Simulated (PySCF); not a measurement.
**MnO₃⁺: structure of the singlet**

Where does singlet MnO₃⁺ go from a T-shaped start, is the end point a minimum, and what are its modes, charges and moments?

The runs use PySCF 2.14.0; PBE0, basis Mn def2-TZVP, O def2-TZVP, no relativity, density fitting.

### 1 The system as given

4 atoms, charge 1, spin multiplicity 1.

Bond lengths: Mn1–O2 1.588 Å, Mn1–O3 1.588 Å, Mn1–O4 1.588 Å. Angles: O2–Mn1–O3 88.0°, O2–Mn1–O4 88.0°, O3–Mn1–O4 176.0°.

```xyz
4
charge 1 multiplicity 1
Mn    0.0000    0.0000    0.0000
O     0.0000    0.0000    1.5876
O     1.5866    0.0000    0.0554
O    -1.5866    0.0000    0.0554
```

### 2 The SCF at the typed geometry

The steps below are one call of a driver around PySCF. For each, scf.py gives the equivalent set-up of the SCF; relaxations use the driver's own optimiser. After this first run the driver tries any further starts and a stability analysis.

The input, scf.py:

```python
from pyscf import gto, scf, dft
mol = gto.M(atom='''
Mn     0.000000     0.000000     0.000000
O      0.000000     0.000000     1.587600
O      1.586600     0.000000     0.055400
O     -1.586600     0.000000     0.055400''',
    basis={'Mn': 'def2-TZVP', 'O': 'def2-TZVP'},
    charge=1, spin=0)
mf = dft.RKS(mol, xc='PBE0')
mf.grids.atom_grid = (50, 194)
aux = {'Mn': 'def2-universal-JKFIT', 'O': 'def2-universal-JKFIT'}
mf = mf.density_fit(auxbasis=aux)
mf.conv_tol = 1e-08
mf.diis_space = 10
mf.max_cycle = 60
mf.init_guess = 'minao'
mf.verbose = 4
mf.kernel()
```

The run is started by

```sh
OMP_NUM_THREADS=4 python axn.py task.json out
```

The program printed (excerpt; [...] marks lines left out):

```text
[... the frontier levels of the middle cycles are left out ...]
init E= -1375.12724398258
  HOMO = -0.276468155238471  LUMO = 0.0196590224477049  gap/eV = 8.05803
cycle= 1 E= -1367.53930935609  delta_E= 7.59  |g|= 5.97  |ddm|= 2.58
  HOMO = -0.729646595356573  LUMO = -0.720947565477657  gap/eV = 0.23671
cycle= 2 E= -1316.73714672352  delta_E= 50.8  |g|= 18.8  |ddm|= 10.6
  HOMO = -0.625239918388472  LUMO = -0.587084704226077  gap/eV = 1.03826
cycle= 3 E= -1352.28790208697  delta_E= -35.6  |g|= 12.7  |ddm|=  6.9
cycle= 4 E= -1358.4502468807  delta_E= -6.16  |g|= 10.7  |ddm|= 1.79
cycle= 5 E= -1361.42949666189  delta_E= -2.98  |g|= 9.09  |ddm|= 3.11
cycle= 6 E= -1366.78775026119  delta_E= -5.36  |g|= 7.81  |ddm|= 2.61
cycle= 7 E= -1365.89016681521  delta_E= 0.898  |g|= 8.09  |ddm|= 1.95
cycle= 8 E= -1366.4340726494  delta_E= -0.544  |g|= 8.06  |ddm|= 0.281
cycle= 9 E= -1366.86010167601  delta_E= -0.426  |g|= 7.88  |ddm|= 0.453
cycle= 10 E= -1366.59831472726  delta_E= 0.262  |g|= 7.89  |ddm|= 0.149
cycle= 11 E= -1366.69811663307  delta_E= -0.0998  |g|= 7.88  |ddm|= 0.0679
cycle= 12 E= -1360.40058326179  delta_E=  6.3  |g|= 9.34  |ddm|=  4.9
cycle= 13 E= -1374.24297345588  delta_E= -13.8  |g|=    3  |ddm|= 3.29
cycle= 14 E= -1373.16302110557  delta_E= 1.08  |g|= 4.54  |ddm|= 2.32
[... 1 cycles left out ...]
cycle= 16 E= -1375.42203480246  delta_E= -1.24  |g|= 1.24  |ddm|= 0.851
cycle= 17 E= -1375.57085791605  delta_E= -0.149  |g|= 0.518  |ddm|= 0.519
cycle= 18 E= -1375.59200167015  delta_E= -0.0211  |g|= 0.397  |ddm|= 0.257
cycle= 19 E= -1375.61682041937  delta_E= -0.0248  |g|= 0.177  |ddm|= 0.222
cycle= 20 E= -1375.62309268437  delta_E= -0.00627  |g|= 0.0219  |ddm|= 0.0837
cycle= 21 E= -1375.62318723339  delta_E= -9.45e-05  |g|= 0.00455  |ddm|= 0.0131
cycle= 22 E= -1375.62321106735  delta_E= -2.38e-05  |g|= 0.00479  |ddm|= 0.0159
cycle= 23 E= -1375.62323075622  delta_E= -1.97e-05  |g|= 0.00235  |ddm|= 0.0143
cycle= 24 E= -1375.6232420592  delta_E= -1.13e-05  |g|= 0.00207  |ddm|= 0.00864
cycle= 25 E= -1375.62320871317  delta_E= 3.33e-05  |g|= 0.00111  |ddm|= 0.0326
cycle= 26 E= -1375.62319586065  delta_E= 1.29e-05  |g|= 0.000683  |ddm|= 0.0345
cycle= 27 E= -1375.62319596301  delta_E= -1.02e-07  |g|= 0.000312  |ddm|= 0.00255
cycle= 28 E= -1375.62319598072  delta_E= -1.77e-08  |g|= 0.000197  |ddm|= 0.000322
cycle= 29 E= -1375.62319598605  delta_E= -5.33e-09  |g|= 6.73e-05  |ddm|= 7.77e-05
  HOMO = -0.618292190182846  LUMO = -0.555993359147777  gap/eV = 1.69524
Extra cycle  E= -1375.62319596435  delta_E= 2.17e-08  |g|= 0.000357  |ddm|= 0.000167
converged SCF energy = -1375.62319596435
```

This step, with its further starts and checks, took 24 s on 4 threads, shared host.

The starts that the driver tried:

```csv
start,energy (Eh)
the minimal-basis guess,-1375.623196
a thermally smeared density,-1375.646017
a smeared PBE density,-1375.646017
```

The first run landed in a state that is too high. Following the other starts and the instabilities gains 59.9 kJ/mol (-1375.64602 Eh), and the work goes on from there.

### 3 Relaxing the singlet from the T-shaped start

The program finds C2v symmetry in the start, which this walk keeps. Threshold on the gradient: 0.0003 Eh/bohr, with a further test on the energy change.

scf.py: that of step 2 with these lines changed.

```diff
@@ -3,4 +3,4 @@
-Mn     0.000000     0.000000     0.000000
-O      0.000000     0.000000     1.587600
-O      1.586600     0.000000     0.055400
-O     -1.586600     0.000000     0.055400''',
+Mn     0.000000     0.000000    -0.263943
+O      0.000000     0.000000     1.323657
+O      1.586600    -0.000000    -0.208543
+O     -1.586600     0.000000    -0.208543''',
@@ -16 +15,0 @@
-mf.init_guess = 'minao'
```

Energy and gradient, step by step:

```csv
step,energy (Eh),change (kJ/mol),largest symmetric gradient (Eh/bohr)
0,-1375.646017,0.00,0.08316
1,-1375.688020,-110.28,0.13847
2,-1375.731046,-223.24,0.07528
3,-1375.758041,-294.12,0.14003
4,-1375.775210,-339.20,0.03495
5,-1375.779550,-350.59,0.01119
6,-1375.779743,-351.10,0.00515
7,-1375.779836,-351.34,0.00013
8,-1375.779836,-351.34,0.00004
```

The walk took 31 s.

Geometry (Å) and forces (eV/Å) at some steps:

```
step 0
Mn   0.000   0.000  -0.264   0.000   0.000   4.276
O    0.000   0.000   1.324   0.000   0.000   0.796
O    1.587   0.000  -0.209  -0.292   0.000  -2.536
O   -1.587   0.000  -0.209   0.292   0.000  -2.536
step 1
Mn   0.000   0.000  -0.161   0.000   0.000   7.120
O    0.000   0.000   1.423   0.000   0.000  -1.559
O    1.581   0.000  -0.310  -1.039   0.000  -2.781
O   -1.581   0.000  -0.310   1.039   0.000  -2.781
step 4
Mn   0.000   0.000   0.131   0.000   0.000  -1.218
O    0.000   0.000   1.640   0.000   0.000   0.607
O    1.400   0.000  -0.565  -1.797   0.000   0.305
O   -1.400   0.000  -0.565   1.797   0.000   0.305
step 8
Mn   0.000   0.000   0.161   0.000   0.000   0.002
O    0.000   0.000   1.688   0.000   0.000  -0.001
O    1.322   0.000  -0.603   0.000   0.000   0.000
O   -1.322   0.000  -0.603   0.000   0.000   0.000
```

It settles in D3h symmetry, 351.3 kJ/mol below the start, after 8 steps: Mn–O 1.527 Å (×3); O–Mn–O 120.0° (×3).

### 4 Is it a minimum? Harmonic modes

The point is checked on the finer grid, and tightened if its gradient asks for it. The Hessian and the dipole derivatives come from central differences of analytic gradients, with steps of 0.02 bohr.

scf.py: that of step 3 with these lines changed.

```diff
@@ -3,4 +3,4 @@
-Mn     0.000000     0.000000    -0.263943
-O      0.000000     0.000000     1.323657
-O      1.586600    -0.000000    -0.208543
-O     -1.586600     0.000000    -0.208543''',
+Mn    -0.000000     0.000000     0.000000
+O      0.000438    -0.000000     1.526665
+O      1.321912    -0.000000    -0.763712
+O     -1.322350     0.000000    -0.762953''',
@@ -10 +10 @@
-mf.grids.atom_grid = (50, 194)
+mf.grids.atom_grid = (75, 302)
@@ -13 +13 @@
-mf.conv_tol = 1e-08
+mf.conv_tol = 1e-10
```

The driver hands on the density of the step before, so the log starts near convergence.

Log of the central SCF (cycles and frontier levels):

```text
init E= -1375.77992234412
  HOMO = -0.65116801784931  LUMO = -0.516582332760456  gap/eV = 3.66226
cycle= 1 E= -1375.77992234277  delta_E= 1.35e-09  |g|= 0.000111  |ddm|= 2.94e-05
  HOMO = -0.651171743234021  LUMO = -0.516560498684981  gap/eV = 3.66296
cycle= 2 E= -1375.77992226803  delta_E= 7.47e-08  |g|= 0.000828  |ddm|= 0.000218
  HOMO = -0.65116844828642  LUMO = -0.516579751382238  gap/eV = 3.66234
cycle= 3 E= -1375.77992234415  delta_E= -7.61e-08  |g|= 1.91e-06  |ddm|= 0.000192
  HOMO = -0.65116844911809  LUMO = -0.516579755326318  gap/eV = 3.66234
cycle= 4 E= -1375.77992234415  delta_E= 1.82e-12  |g|= 2.01e-07  |ddm|= 8.57e-07
  HOMO = -0.651168447969814  LUMO = -0.516579802271313  gap/eV = 3.66234
Extra cycle  E= -1375.77992234415  delta_E= -1.36e-12  |g|= 1.3e-06  |ddm|= 4.6e-07
converged SCF energy = -1375.77992234415
```

The whole step took 45 s.

Geometry: D3h; Mn–O 1.527 Å (×3); O–Mn–O 120.0° (×3).

Modes, for the most abundant isotopes:

| symmetry | ω (cm⁻¹) | IR (km/mol) | μ (u) |
| --- | --- | --- | --- |
| a2'' | 247i | 83.4 | 23.89 |
| e' | 382 | 0.1 | 17.66 |
| a1' | 1034 | 0.0 | 15.99 |
| e' | 1134 | 172 | 20.95 |

With 1 mode imaginary (up to 247i cm⁻¹) this point is a saddle.

Constants and moments:

```
Dipole moment about the centre of mass                          : 0.00 D
Highest occupied level                                          : -17.72 eV
Lowest empty level                                              : -14.06 eV
Rotational constants                                            : 0.3015, 0.3015, 0.1507 cm⁻¹
Zero-point energy (real modes)                                  : 24.3 kJ/mol
Principal polarisabilities                                      : 16.7, 38.3, 38.3 bohr³
Principal traceless quadrupole moments about the centre of mass : -1.33, -1.33, 2.67 D Å
```

Populations by atom (charges in e):

```json
{"atom": "Mn1", "Mulliken": "1.60", "Löwdin": "0.67", "polar tensor": "1.86", "Mayer order to Mn1": "–"}
{"atom": "O2,3,4", "Mulliken": "-0.20", "Löwdin": "0.11", "polar tensor": "-0.29", "Mayer order to Mn1": "1.90"}
```

Mulliken populations on Mn1: s 6.03, p 12.30, d 5.05, f 0.01.

### 5 Leaving the saddle point

The start is the last point, displaced along its most imaginary mode.

The program finds C3v symmetry in the start, which this walk keeps. The walk stops when the largest gradient is under 0.0003 Eh/bohr and the energy has settled too.

scf.py: that of step 4 with these lines changed.

```diff
@@ -3,4 +3,4 @@
-Mn    -0.000000     0.000000     0.000000
-O      0.000438    -0.000000     1.526665
-O      1.321912    -0.000000    -0.763712
-O     -1.322350     0.000000    -0.762953''',
+Mn    -0.000000    -0.104812    -0.000000
+O      0.000438     0.120000     1.526665
+O      1.321912     0.120000    -0.763712
+O     -1.322350     0.120000    -0.762953''',
@@ -10 +10 @@
-mf.grids.atom_grid = (75, 302)
+mf.grids.atom_grid = (50, 194)
@@ -13 +13 @@
-mf.conv_tol = 1e-10
+mf.conv_tol = 1e-08
```

Steps of the walk:

```csv
step,energy (Eh),change (kJ/mol),largest symmetric gradient (Eh/bohr)
0,-1375.783562,0.00,0.01975
1,-1375.789085,-14.50,0.02396
2,-1375.789679,-16.06,0.01902
3,-1375.790504,-18.23,0.00075
4,-1375.790508,-18.24,0.00034
5,-1375.790509,-18.24,0.00001
```

The walk took 22 s.

Positions (Å) and forces (eV/Å) along the way:

```
step 0
Mn   0.000  -0.105   0.000   0.000  -0.509   0.003
O    0.000   0.120   1.527   0.000   0.167  -1.008
O    1.322   0.120  -0.764  -0.887   0.171   0.503
O   -1.322   0.120  -0.763   0.887   0.171   0.502
step 1
Mn   0.000  -0.292   0.000   0.000   1.232   0.017
O    0.000   0.183   1.474   0.000  -0.408  -1.135
O    1.276   0.183  -0.737  -0.975  -0.412   0.559
O   -1.277   0.183  -0.737   0.975  -0.412   0.558
step 3
Mn   0.000  -0.271   0.000   0.000  -0.039   0.022
O    0.000   0.176   1.461   0.000   0.020  -0.024
O    1.265   0.176  -0.731  -0.009   0.009   0.001
O   -1.266   0.176  -0.730   0.009   0.009   0.001
step 5
Mn   0.000  -0.275   0.000   0.000   0.000   0.022
O    0.000   0.177   1.460   0.000   0.007  -0.011
O    1.264   0.177  -0.730   0.003  -0.003  -0.006
O   -1.265   0.177  -0.730  -0.003  -0.003  -0.006
```

End point (C3v, 5 steps, 18.2 kJ/mol gained): Mn–O 1.528 Å (×3); O–Mn–O 111.7° (×3).

### 6 Vibrations and properties at this point

As before: finer grid, then central differences.

scf.py: that of step 5 with these lines changed.

```diff
@@ -3,4 +3,4 @@
-Mn    -0.000000    -0.104812    -0.000000
-O      0.000438     0.120000     1.526665
-O      1.321912     0.120000    -0.763712
-O     -1.322350     0.120000    -0.762953''',
+Mn    -0.000000    -0.208922    -0.000000
+O      0.000419     0.240444     1.460631
+O      1.264734     0.240444    -0.730678
+O     -1.265153     0.240444    -0.729952''',
@@ -10 +10 @@
-mf.grids.atom_grid = (50, 194)
+mf.grids.atom_grid = (75, 302)
@@ -13 +13 @@
-mf.conv_tol = 1e-08
+mf.conv_tol = 1e-10
```

Log of the central SCF (cycles and frontier levels):

```text
init E= -1375.79055821662
  HOMO = -0.636045916913122  LUMO = -0.501137917804817  gap/eV = 3.67103
cycle= 1 E= -1375.79055821321  delta_E= 3.4e-09  |g|= 0.000177  |ddm|= 4.58e-05
  HOMO = -0.636052654130468  LUMO = -0.501105317624921  gap/eV = 3.67210
cycle= 2 E= -1375.79055802323  delta_E= 1.9e-07  |g|= 0.00132  |ddm|= 0.000342
  HOMO = -0.636046818505007  LUMO = -0.501134164410949  gap/eV = 3.67116
cycle= 3 E= -1375.79055821668  delta_E= -1.93e-07  |g|= 1.7e-06  |ddm|= 0.000302
  HOMO = -0.636046794578202  LUMO = -0.501134149631949  gap/eV = 3.67116
cycle= 4 E= -1375.79055821668  delta_E= -6.14e-12  |g|= 8.44e-07  |ddm|= 1.04e-06
  HOMO = -0.636046734586173  LUMO = -0.50113415395834  gap/eV = 3.67116
Extra cycle  E= -1375.79055821667  delta_E= 9.55e-12  |g|= 4.27e-06  |ddm|= 2.1e-06
converged SCF energy = -1375.79055821667
```

The whole step took 50 s on 4 threads, shared host.

Geometry: C3v; Mn–O 1.528 Å (×3); O–Mn–O 111.7° (×3).

Modes, for the most abundant isotopes:

| symmetry | ω (cm⁻¹) | IR (km/mol) | μ (u) | type |
| --- | --- | --- | --- | --- |
| a1 | 320 | 24.0 | 22.25 | bend |
| e | 422 | 0.0 | 17.50 | bend |
| a1 | 1073 | 1.9 | 16.82 | stretch |
| e | 1109 | 163 | 20.35 | stretch |

No imaginary mode, so this is a minimum.

Properties at this point:

* Dipole moment about the centre of mass: 2.67 D
* Highest occupied level: -17.31 eV
* Lowest empty level: -13.64 eV
* Rotational constants: 0.2991, 0.2991, 0.1647 cm⁻¹
* Zero-point energy: 26.6 kJ/mol
* Principal polarisabilities: 15.2, 37.4, 37.4 bohr³
* Principal traceless quadrupole moments about the centre of mass: -1.61, -1.61, 3.23 D Å
* Entropy at 298.15 K and 1 bar: 272.5 J/(mol K)
* Heat capacity Cp at 298.15 K: 55.6 J/(mol K)
* Enthalpy at 298.15 K above 0 K: 12.67 kJ/mol
* Rotational symmetry number: 3

Charges (e) and bond orders:

| atom | Mulliken | Löwdin | polar tensor | Mayer order to Mn1 |
| --- | --- | --- | --- | --- |
| Mn1 | 1.56 | 0.70 | 1.67 | – |
| O2,3,4 | -0.19 | 0.10 | -0.22 | 1.89 |

Mulliken populations on Mn1: s 6.07, p 12.27, d 5.08, f 0.01.

### 7 All stationary points

| spin | group | bonds | imaginary modes (cm⁻¹) | ΔE (kJ/mol) | with zero-point energy |
| --- | --- | --- | --- | --- | --- |
| singlet | C3v | Mn–O 1.528 Å (×3) | none | 0.0 | 0.0 |
| singlet | D3h | Mn–O 1.527 Å (×3) | 247i | 27.9 | – |

### 8 Outcome

| quantity | value |
| --- | --- |
| minimum | singlet, C3v |
| geometry | Mn–O 1.528 Å (×3); O–Mn–O 111.7° (×3) |
| wavenumbers (cm⁻¹) | 320 (a1), 422 (e), 1073 (a1), 1109 (e) |
| dipole moment (centre of mass) | 2.67 D |
| highest occupied, lowest empty level | -17.31, -13.64 eV |
| polar-tensor charge of Mn1 | +1.67 e |
| zero-point energy | 26.6 kJ/mol |
| entropy at 298.15 K | 272.5 J/(mol K) |

**Reading.** The T-shaped start (C2v) ends in a minimum of C3v symmetry, after a stop at a saddle point 27.9 kJ/mol higher, from which it was pushed off along an imaginary mode. In the infrared the band at 1109 cm⁻¹ (e, stretch) leads. The first SCF alone would have been 60 kJ/mol too high. Only this shape and spin were tried, so other structures or states may lie lower. The stability of the closed-shell solution was not tested.

The search up to here took 2.9 min.
